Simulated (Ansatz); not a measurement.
# BiTe (R-3m) in Ansatz: notebook

Aim: see how the results for BiTe move with the level of theory and the settings. Levels: r2SCAN, PBE. Tasks: band structure, single point, equation of state.

Program: Ansatz 0.2.0. These are calculated values, not measurements. Logs are shortened: lines on timing, memory, paths and dates and some standing lists are left out, and cuts for length are marked.

### 1 Starting point

The structure is trigonal, space group R-3m (No. 166). Conventional cell: a = 4.845 Å, b = 4.845 Å, c = 9.952 Å, α = 90.00°, β = 90.00°, γ = 120.00°. Around Bi (site symmetry -3m) lie 6 Te at 3.25 Å. Te (site symmetry -3m) has 6 Bi at 3.25 Å as nearest neighbours.

The cell comes from a database or a generator and needn't be the stable form of this composition.

### 2 Band structure, r2SCAN

The input, input.yaml:

```yaml
crystal:
  lattice:
    - [2.4227077728, 1.3987509848, 3.3172919545]
    - [-2.4227077728, 1.3987509848, 3.3172919545]
    - [0.0, -2.7975019696, 3.3172919545]
  atoms:
    - { symbol: Bi, position: [0.5, 0.5, 0.5] }
    - { symbol: Te, position: [0.0, 0.0, 0.0] }
hamiltonian:
  xc: r2scan
  pseudopotentials: { kind: paw }
kpoints:
  mp_grid: { grid: [7, 7, 7] }
  band_path:
    path:
      - [[0.0, 0.0, 0.0], [0.5, 0.0, 0.0], [0.5, 0.2851949954, -0.2851949954]]
      - [[0.7148050046, 0.5, 0.2851949954], [0.5, 0.5, 0.5], [0.0, 0.0, 0.0], [0.3925974977, 0.0, -0.3925974977]]
      - [[0.6074025023, 0.3925974977, 0.0], [0.5, 0.5, 0.0], [0.6074025023, 0.6074025023, 0.2851949954], [0.5, 0.5, 0.5]]
      - [[0.5, 0.0, 0.0], [0.7148050046, 0.3925974977, 0.3925974977]]
    npoints: 14
scf:
  occupations: { method: fermi_dirac, width: 0.05 }
  n_extra_bands: 6
output:
  forces: true
  stress: true
  eigenvalues: true
  fatbands: false
```

Potentials or basis: Ansatz PAW.

The run is started by

```console
$ ansatz run input.yaml --threads 2 --pin off --max-ram 5632MiB --backend cpu --events-out ev --progress --plain --runs-dir out
```

The program printed:

```text
Warning: RAYON_NUM_THREADS=2 ignored (pool sized by the plan → 2); use --threads N
scf.n_extra_bands = 6 over 16 filled bands (N_el = 31.0): the run solves 22 bands
Engine: ansatz 0.2.0, aarch64-unknown-linux-gnu
Pseudopotentials: kind: paw
Pseudopotential: Bi, paw, valence charge 15, recommended cutoff 500 eV (meta_gga), Bi.paw.azcp
Pseudopotential: Te, paw, valence charge 16, recommended cutoff 500 eV (meta_gga), Te.paw.azcp
Functional definition: r2SCAN
  parameter k0 = 0.174
  parameter k1 = 0.065
  parameter a1 = 4.9479
  exchange = r2scan_x(k0 = k0, k1 = k1, a1 = a1)
  correlation = r2scan_c
Crystal: 2 atoms, lattice volume = 67.449 Å³
Basis set: ecut = 500 eV, 1705 PW (Γ), exchange–correlation on 128×128×128 points (64 copies of the dense FFT grid, shifted against one another)
Bands: 22, of which v1, the nominal top of the filled ones, is band 16 counted from 1 (15 counted from 0)
Symmetry: 12 space group operations
Space group: R-3m (ITA 166), of the structure as read, at distance tolerance 4.1e-5 Å
k-points: 44 of 343
Non-local potential: Bi, projectors of the file, l = 0: 2, l = 1: 2, l = 2: 2, l = 3: 2
Non-local potential: Te, projectors of the file, l = 0: 2, l = 1: 2, l = 2: 2, l = 3: 2
PAW form: soft (Blöchl's): semilocal exchange-correlation on the pseudo side does not see the compensation charge
PAW frozen core: Bi, regenerated for the run's functional (the file was generated under x = pbe(κ = 0.804, μ = 0.2195149727645171), c = pbe(β = 0.06672455060314922))
PAW frozen core: Te, regenerated for the run's functional (the file was generated under x = pbe(κ = 0.804, μ = 0.2195149727645171), c = pbe(β = 0.06672455060314922))
PAW one-centre angular grid: Bi, 590 points (default); XC on 160 Gauss nodes
PAW one-centre angular grid: Te, 590 points (default); XC on 160 Gauss nodes
Initial density: superposition of atomic densities (neutral atoms: chi_scale 0, normalization atom), corrected by the library's trained network
Initial wavefunctions: pseudopotential atomic-orbital guess
Functional: x = r2scan, c = r2scan; τ floored in thin density (d = 2e-4 eV/Å³)
SCF iter   1: F=—  HF=-19405.976232 eV  |F-HF|=—  |Δ(HF+E_count)|=         —  Δρ=2.56e-3  dr2=2.66e-3  dr2_τ=8.20e-4  ethr=1.77e-3  ⟨swp⟩=7.6  Hψ=5699  notcnv=0  defer=3
preconditioner: auto → Kerker (q_TF=auto, 2.397 Å⁻¹)  [metal: Δε(μ)=0.087 eV  Ē_g=11.543 eV  σ=0.050 eV  W_gap=0.35  n_scr=14 (ndim 8)  ℏωp=15.0 eV  f_vac=0.001  D(μ)=1.46/eV (n_scr^D=14)]
SCF iter   2: F=—  HF=-19405.983265 eV  |F-HF|=—  |Δ(HF+E_count)|=   7.03e-3  Δρ=1.60e-3  dr2=1.34e-3  dr2_τ=4.39e-5  ethr=8.59e-6  ⟨swp⟩=2.0  Hψ=1860  notcnv=0  defer=62
SCF iter   3: F=—  HF=-19405.984007 eV  |F-HF|=—  |Δ(HF+E_count)|=   7.42e-4  Δρ=3.84e-4  dr2=1.28e-4  dr2_τ=4.77e-6  ethr=4.32e-6  ⟨swp⟩=2.7  Hψ=1584  notcnv=0  defer=62
SCF iter   4: F=—  HF=-19405.984038 eV  |F-HF|=—  |Δ(HF+E_count)|=   3.15e-5  Δρ=1.31e-4  dr2=1.65e-5  dr2_τ=3.05e-7  ethr=4.11e-7  ⟨swp⟩=2.2  Hψ=1572  notcnv=0  defer=62
SCF iter   5: F=—  HF=-19405.984039 eV  |F-HF|=—  |Δ(HF+E_count)|=   4.98e-7  Δρ=6.27e-5  dr2=4.23e-6  dr2_τ=5.87e-8  ethr=5.32e-8  ⟨swp⟩=2.0  Hψ=1435  notcnv=0  defer=62
SCF iter   6: F=—  HF=-19405.984040 eV  |F-HF|=—  |Δ(HF+E_count)|=   6.62e-7  Δρ=1.30e-5  dr2=1.20e-7  dr2_τ=1.94e-9  ethr=1.37e-8  ⟨swp⟩=2.0  Hψ=1155  notcnv=0  defer=62
SCF iter   7: F=-19405.984040 eV  HF=-19405.984040 eV  |F-HF|=5.77e-9  |Δ(HF+E_count)|=   5.42e-8  Δρ=3.11e-6  dr2=6.78e-9  dr2_τ=2.35e-10  ethr=3.23e-10  ⟨swp⟩=9.8  Hψ=4944  notcnv=0
SCF 1 converged in 7 iterations: F = -19405.984040 eV  dr2 = 6.78e-9
NSCF: frozen V_eff on 130 k-points
SCF converged after 7 iterations
Free energy (F): -19405.984040 eV
Harris-Foulkes:  -19405.984040 eV  (|F-HF|=5.77e-9)
Internal energy: -19405.971474 eV  (E = F + TS)
E sigma→0 (E₀):  -19405.977757 eV
Entropy (-TS):   -0.012565 eV (-6.283 meV/atom)
Fermi energy:    9.816967 eV
--- Per-component energies (eV) ---
  E_band       = -385.395696
  E_kinetic    = 479.941128
  E_local      = -2741.953234  (includes V_loc(G=0)·N_el)
  E_nonlocal   = 251.332645
  E_hartree    = 1281.045234
  E_xc         = -255.567284
  E_vxc        = -267.549111  (∫ρ·V_xc dr)
  E_paw        = -15374.829126  (= ΣΔE_a)
  E_vpaw       = -686.904718  (= ΣTr[D̂ρ^β])
  E_aug_tail   = -0.000311  (compensation charges beyond the density's cutoff)
  E_vtau       = 17.649041  (kinetic-family band-sum trace: ∫τ·v_τ [+ j·A + Jᵃ·Aᵃ] dr)
  E_ewald      = -3047.100929
  E_core_change = 1.160403  (= ΣΔE_core)
  E_smearing   = -0.012565  (= −TS)
  E_closure    = -0.000000  (closes the sum)
  Σ components = -19405.984040   (vs F -19405.984040, Δ=0.00e0)
--- Forces (eV/Å), atoms counted from 1 ---
  atom   1  Bi     0.00000000     0.00000000    -0.00000000
  atom   2  Te     0.00000000     0.00000000     0.00000000
  max |Σ_I F_I| component: 3.34e-29 eV/Å
--- Stress (GPa, compression-positive) ---
       -0.653105       0.000000      -0.000000
        0.000000      -0.653105       0.000000
       -0.000000      -0.000000      -0.507529
  P = ⅓ Tr σ = -0.6046 GPa (-6.046 kbar)
--- Band table (eV; the first three rows and the last of 44) ---
  k-point 0: bands = ["-28.3702", "-28.3702", "-28.3304", "-28.3304", "-28.3130", "-14.3029", "-14.3029", "-14.2782", "-14.2782", "-14.2589", "-4.2958", "1.3481", "6.6252", "6.6252", "7.9695", "11.6972", "12.4445", "12.4445", "14.2231", "14.2231", "16.6971", "16.9025"]
  k-point 1: bands = ["-28.3701", "-28.3701", "-28.3304", "-28.3302", "-28.3130", "-14.3029", "-14.3026", "-14.2794", "-14.2768", "-14.2585", "-4.1121", "0.8541", "6.7507", "6.9527", "7.9051", "11.0859", "11.6943", "11.8692", "14.5176", "14.7153", "16.6448", "17.6836"]
  k-point 2: bands = ["-28.3700", "-28.3700", "-28.3305", "-28.3297", "-28.3129", "-14.3032", "-14.3021", "-14.2821", "-14.2742", "-14.2571", "-3.5697", "-0.2730", "7.1180", "7.5297", "7.9999", "9.9562", "10.3947", "10.9667", "15.3634", "15.3987", "17.7935", "19.0869"]
  k-point 43: bands = ["-28.3702", "-28.3701", "-28.3290", "-28.3290", "-28.3130", "-14.3091", "-14.3076", "-14.2663", "-14.2658", "-14.2607", "-1.9427", "-1.4595", "5.7496", "6.7550", "6.9498", "9.0544", "9.2015", "10.5356", "17.3568", "17.9414", "18.5272", "20.6164"]
```

Wall time 9.2 s (2 threads of Arm Neoverse V2, shared host); peak memory 0.52 GiB.

Results:

```yaml
Free_energy: -19405.9840 eV
Pressure: -0.6 GPa
Band_gap_on_the_k_mesh: none (metal or under the smearing width)
```

Levels at the corners of the path, in eV from the Fermi level:
```
point  band 13  band 14  band 15  band 16  band 17  band 18
    Γ    -3.19    -3.19    -1.85     1.88     2.63     2.63
    L    -2.07    -1.97    -1.13    -0.92    -0.67     0.32
   B1    -5.17    -5.16    -1.93    -0.63     3.36     3.75
    B    -5.17    -5.16    -1.93    -0.63     3.36     3.75
    Z    -2.57    -2.57    -2.34    -1.54    -1.35    -1.35
    Γ    -3.19    -3.19    -1.85     1.88     2.63     2.63
    X    -5.66    -3.95    -3.24     2.09     2.58     3.52
    Q    -5.66    -3.95    -3.24     2.09     2.58     3.52
    F    -5.92    -4.79    -3.58     2.70     3.17     3.78
   P1    -5.37    -4.03    -3.50     1.01     1.32     3.61
    Z    -2.57    -2.57    -2.34    -1.54    -1.35    -1.35
    L    -2.07    -1.97    -1.13    -0.92    -0.67     0.32
    P    -5.37    -4.03    -3.50     1.01     1.32     3.61
```

Caveat: spin-orbit coupling is left out, which moves the levels of the heavy elements; the PAW data sets come from PBE, with cores solved anew for the run's functional, which leaves a small shift of forces and pressure.

### 3 Single point, r2SCAN, 31.70 Å³/atom (volume scaled by 0.94)

The input, input.yaml:

```yaml
crystal:
  lattice:
    - [2.3732508797, 1.3701970343, 3.2495731172]
    - [-2.3732508797, 1.3701970343, 3.2495731172]
    - [0.0, -2.7403940685, 3.2495731172]
  atoms:
    - { symbol: Bi, position: [0.5, 0.5, 0.5] }
    - { symbol: Te, position: [0.0, 0.0, 0.0] }
hamiltonian:
  xc: r2scan
  pseudopotentials: { kind: paw }
kpoints:
  mp_grid: { grid: [7, 7, 7] }
scf:
  occupations: { method: fermi_dirac, width: 0.05 }
output:
  forces: true
  stress: true
  eigenvalues: true
```

Potentials or basis: Ansatz PAW.

The run is started by

```console
$ ansatz run input.yaml --threads 2 --pin off --max-ram 5632MiB --backend cpu --events-out ev --progress --plain --runs-dir out
```

Wall time 4.4 s (2 threads of Arm Neoverse V2, shared host); peak memory 0.51 GiB.

The run converged. Its results:

- Free energy: -19405.9577 eV
- Pressure: 2.9 GPa
- Band gap on the k mesh: none (metal or under the smearing width)

Caveat: spin-orbit coupling is left out, which moves the levels of the heavy elements; the PAW data sets come from PBE, with cores solved anew for the run's functional, which leaves a small shift of forces and pressure.

### 4 Single point, r2SCAN, 32.38 Å³/atom (volume scaled by 0.96)

input.yaml, as its differences from that of step 3:

```diff
@@ -2,5 +2,5 @@
   lattice:
-    - [2.3732508797, 1.3701970343, 3.2495731172]
-    - [-2.3732508797, 1.3701970343, 3.2495731172]
-    - [0.0, -2.7403940685, 3.2495731172]
+    - [2.3899644647, 1.3798466271, 3.2724581889]
+    - [-2.3899644647, 1.3798466271, 3.2724581889]
+    - [0.0, -2.7596932542, 3.2724581889]
   atoms:
```

The run is started by

```console
$ ansatz run input.yaml --threads 2 --pin off --max-ram 5632MiB --backend cpu --events-out ev --progress --plain --runs-dir out
```

Wall time 4.5 s (2 threads of Arm Neoverse V2, shared host); peak memory 0.51 GiB.

Results (log left out):

| Quantity | Value |
| --- | --- |
| Free energy | -19405.9764 eV |
| Pressure | 1.6 GPa |
| Band gap on the k mesh | none (metal or under the smearing width) |

Caveat: spin-orbit coupling is left out, which moves the levels of the heavy elements; the PAW data sets come from PBE, with cores solved anew for the run's functional, which leaves a small shift of forces and pressure.

### 5 Single point, r2SCAN, 33.05 Å³/atom (volume scaled by 0.98)

input.yaml, as its differences from that of step 4:

```diff
@@ -2,5 +2,5 @@
   lattice:
-    - [2.3899644647, 1.3798466271, 3.2724581889]
-    - [-2.3899644647, 1.3798466271, 3.2724581889]
-    - [0.0, -2.7596932542, 3.2724581889]
+    - [2.4064474992, 1.3893631114, 3.2950275793]
+    - [-2.4064474992, 1.3893631114, 3.2950275793]
+    - [0.0, -2.7787262229, 3.2950275793]
   atoms:
```

The run is started by

```console
$ ansatz run input.yaml --threads 2 --pin off --max-ram 5632MiB --backend cpu --events-out ev --progress --plain --runs-dir out
```

It took 4.5 s on 2 threads of Arm Neoverse V2, shared host; peak memory 0.51 GiB.

Results (log left out):

```
Free energy            : -19405.9849 eV
Pressure               : 0.4 GPa
Band gap on the k mesh : none (metal or under the smearing width)
```

Caveat: spin-orbit coupling is left out, which moves the levels of the heavy elements; the PAW data sets come from PBE, with cores solved anew for the run's functional, which leaves a small shift of forces and pressure.

### 6 Single point, r2SCAN, 33.72 Å³/atom

input.yaml, as its differences from that of step 5:

```diff
@@ -2,5 +2,5 @@
   lattice:
-    - [2.4064474992, 1.3893631114, 3.2950275793]
-    - [-2.4064474992, 1.3893631114, 3.2950275793]
-    - [0.0, -2.7787262229, 3.2950275793]
+    - [2.4227077728, 1.3987509848, 3.3172919545]
+    - [-2.4227077728, 1.3987509848, 3.3172919545]
+    - [0.0, -2.7975019696, 3.3172919545]
   atoms:
```

Potentials or basis: Ansatz PAW.

The run is started by

```console
$ ansatz run input.yaml --threads 2 --pin off --max-ram 5632MiB --backend cpu --events-out ev --progress --plain --runs-dir out
```

It took 4.6 s on 2 threads of Arm Neoverse V2, shared host; peak memory 0.51 GiB.

It converged, with:

| Item | Value |
| --- | --- |
| Free energy | -19405.9840 eV |
| Pressure | -0.6 GPa |
| Band gap on the k mesh | none (metal or under the smearing width) |

Caveat: spin-orbit coupling is left out, which moves the levels of the heavy elements; the PAW data sets come from PBE, with cores solved anew for the run's functional, which leaves a small shift of forces and pressure.

### 7 Single point, r2SCAN, 34.40 Å³/atom (volume scaled by 1.02)

input.yaml, as its differences from that of step 6:

```diff
@@ -2,5 +2,5 @@
   lattice:
-    - [2.4227077728, 1.3987509848, 3.3172919545]
-    - [-2.4227077728, 1.3987509848, 3.3172919545]
-    - [0.0, -2.7975019696, 3.3172919545]
+    - [2.4387526627, 1.4080145063, 3.3392614156]
+    - [-2.4387526627, 1.4080145063, 3.3392614156]
+    - [0.0, -2.8160290126, 3.3392614156]
   atoms:
```

The run is started by

```console
$ ansatz run input.yaml --threads 2 --pin off --max-ram 5632MiB --backend cpu --events-out ev --progress --plain --runs-dir out
```

Run time: 4.7 s. Hardware: 2 threads of Arm Neoverse V2, shared host; peak memory 0.51 GiB.

It converged, with:

- Free energy: -19405.9750 eV
- Pressure: -1.5 GPa
- Band gap on the k mesh: none (metal or under the smearing width)

Caveat: spin-orbit coupling is left out, which moves the levels of the heavy elements; the PAW data sets come from PBE, with cores solved anew for the run's functional, which leaves a small shift of forces and pressure.

### 8 Single point, r2SCAN, 35.07 Å³/atom (volume scaled by 1.04)

input.yaml, as its differences from that of step 7:

```diff
@@ -2,5 +2,5 @@
   lattice:
-    - [2.4387526627, 1.4080145063, 3.3392614156]
-    - [-2.4387526627, 1.4080145063, 3.3392614156]
-    - [0.0, -2.8160290126, 3.3392614156]
+    - [2.4545891627, 1.4171577139, 3.3609455389]
+    - [-2.4545891627, 1.4171577139, 3.3609455389]
+    - [0.0, -2.8343154277, 3.3609455389]
   atoms:
```

The run is started by

```console
$ ansatz run input.yaml --threads 2 --pin off --max-ram 5632MiB --backend cpu --events-out ev --progress --plain --runs-dir out
```

It took 4.9 s on 2 threads of Arm Neoverse V2, shared host; peak memory 0.58 GiB.

Results (log left out):

* Free energy: -19405.9585 eV
* Pressure: -2.4 GPa
* Band gap on the k mesh: none (metal or under the smearing width)

Caveat: spin-orbit coupling is left out, which moves the levels of the heavy elements; the PAW data sets come from PBE, with cores solved anew for the run's functional, which leaves a small shift of forces and pressure.

### 9 Single point, r2SCAN, 35.75 Å³/atom (volume scaled by 1.06)

input.yaml, as its differences from that of step 8:

```diff
@@ -2,5 +2,5 @@
   lattice:
-    - [2.4545891627, 1.4171577139, 3.3609455389]
-    - [-2.4545891627, 1.4171577139, 3.3609455389]
-    - [0.0, -2.8343154277, 3.3609455389]
+    - [2.4702239101, 1.4261844395, 3.3823534125]
+    - [-2.4702239101, 1.4261844395, 3.3823534125]
+    - [0.0, -2.852368879, 3.3823534125]
   atoms:
```

Potentials or basis: Ansatz PAW.

The run is started by

```console
$ ansatz run input.yaml --threads 2 --pin off --max-ram 5632MiB --backend cpu --events-out ev --progress --plain --runs-dir out
```

Wall time 5 s (2 threads of Arm Neoverse V2, shared host); peak memory 0.58 GiB.

The run converged. Its results:

| Property | Result |
| --- | --- |
| Free energy | -19405.9355 eV |
| Pressure | -3.1 GPa |
| Band gap on the k mesh | none (metal or under the smearing width) |

Caveat: spin-orbit coupling is left out, which moves the levels of the heavy elements; the PAW data sets come from PBE, with cores solved anew for the run's functional, which leaves a small shift of forces and pressure.

### 10 Equation of state, r2SCAN

Potentials or basis: Ansatz PAW.

This step only gathers the single runs of the series.

Results:

| Property | Result |
| --- | --- |
| Equilibrium volume | 33.32 Å³/atom |
| Bulk modulus at fixed shape and positions | 52 GPa |
| Pressure derivative of the bulk modulus | 4.5 |

Energy against volume, from the lowest point:
```csv
volume (Å³/atom),energy (meV/atom)
31.701,13.56
32.376,4.20
33.050,0.00
33.725,0.41
34.399,4.93
35.074,13.15
35.748,24.67
```

Caveat: the cell was scaled at fixed shape and fractional positions, which overstates the stiffness of a crystal with free parameters, most of all of layers and chains; the PAW data sets were made with another functional, which shifts forces and pressure a little; spin-orbit coupling is left out, which moves the levels of the heavy elements.

### 11 Band structure, PBE

The input, input.yaml:

```yaml
crystal:
  lattice:
    - [2.4227077728, 1.3987509848, 3.3172919545]
    - [-2.4227077728, 1.3987509848, 3.3172919545]
    - [0.0, -2.7975019696, 3.3172919545]
  atoms:
    - { symbol: Bi, position: [0.5, 0.5, 0.5] }
    - { symbol: Te, position: [0.0, 0.0, 0.0] }
hamiltonian:
  xc: pbe
  pseudopotentials: { kind: paw }
kpoints:
  mp_grid: { grid: [7, 7, 7] }
  band_path:
    path:
      - [[0.0, 0.0, 0.0], [0.5, 0.0, 0.0], [0.5, 0.2851949954, -0.2851949954]]
      - [[0.7148050046, 0.5, 0.2851949954], [0.5, 0.5, 0.5], [0.0, 0.0, 0.0], [0.3925974977, 0.0, -0.3925974977]]
      - [[0.6074025023, 0.3925974977, 0.0], [0.5, 0.5, 0.0], [0.6074025023, 0.6074025023, 0.2851949954], [0.5, 0.5, 0.5]]
      - [[0.5, 0.0, 0.0], [0.7148050046, 0.3925974977, 0.3925974977]]
    npoints: 14
scf:
  occupations: { method: fermi_dirac, width: 0.05 }
  n_extra_bands: 6
output:
  forces: true
  stress: true
  eigenvalues: true
  fatbands: true
  write_density: true
  write_potential: true
  elf: true
  volumetric_format: npy
```

The run is started by

```console
$ ansatz run input.yaml --threads 2 --pin off --max-ram 5632MiB --backend cpu --events-out ev --progress --plain --runs-dir out
```

It took 6 s on 2 threads of Arm Neoverse V2, shared host; peak memory 0.38 GiB.

Results (log left out):

- Free energy: -19376.6513 eV
- Pressure: 0.2 GPa
- Band gap on the k mesh: none (metal or under the smearing width)

Stress tensor (GPa, compression positive):
```
0.18 0.00 0.00
0.00 0.18 0.00
0.00 0.00 0.09
```

Levels at the corners of the path, in eV from the Fermi level:
```csv
point,band 12,band 13,band 14,band 15,band 16,band 17,band 18,band 19
Γ,-8.28,-2.92,-2.92,-1.62,1.87,2.50,2.50,4.07
L,-11.35,-1.87,-1.83,-1.04,-0.97,-0.62,0.30,6.73
B1,-10.84,-4.88,-4.87,-1.77,-0.62,3.19,3.57,5.52
B,-10.84,-4.88,-4.87,-1.77,-0.62,3.19,3.57,5.52
Z,-10.94,-2.36,-2.36,-2.23,-1.57,-1.28,-1.28,7.97
Γ,-8.28,-2.92,-2.92,-1.62,1.87,2.50,2.50,4.07
X,-10.61,-5.36,-3.74,-2.98,2.04,2.39,3.23,4.22
Q,-10.61,-5.36,-3.74,-2.98,2.04,2.39,3.23,4.22
F,-9.97,-5.61,-4.49,-3.31,2.41,3.05,3.58,4.56
P1,-10.71,-5.08,-3.78,-3.31,0.94,1.29,3.44,5.10
Z,-10.94,-2.36,-2.36,-2.23,-1.57,-1.28,-1.28,7.97
L,-11.35,-1.87,-1.83,-1.04,-0.97,-0.62,0.30,6.73
P,-10.71,-5.08,-3.78,-3.31,0.94,1.29,3.44,5.10
```

Caveat: spin-orbit coupling is left out, which moves the levels of the heavy elements.

### 12 Summary

| task | level | cutoff (eV) | points for each segment of the path | gap on the mesh (eV) | pressure (GPa) |
| --- | --- | --- | --- | --- | --- |
| band structure | r2SCAN | 500 | 14 | none | -0.6 |
| equation of state | r2SCAN | 500 | - | - | - |
| band structure | PBE | 420 | 14 | none | 0.2 |

Alike in all rows: potentials or basis Ansatz PAW; no spin polarisation; cell as given; k mesh 7 × 7 × 7; smearing fermi-dirac 0.05 eV.

Caveats: spin-orbit coupling is left out, which moves the levels of the heavy elements; the PAW data sets come from PBE, with cores solved anew for the run's functional, which leaves a small shift of forces and pressure (some runs); the cell was scaled at fixed shape and fractional positions, which overstates the stiffness of a crystal with free parameters, most of all of layers and chains (some runs); the PAW data sets were made with another functional, which shifts forces and pressure a little (some runs).

Absolute energies hang on the potentials; compare differences alone.
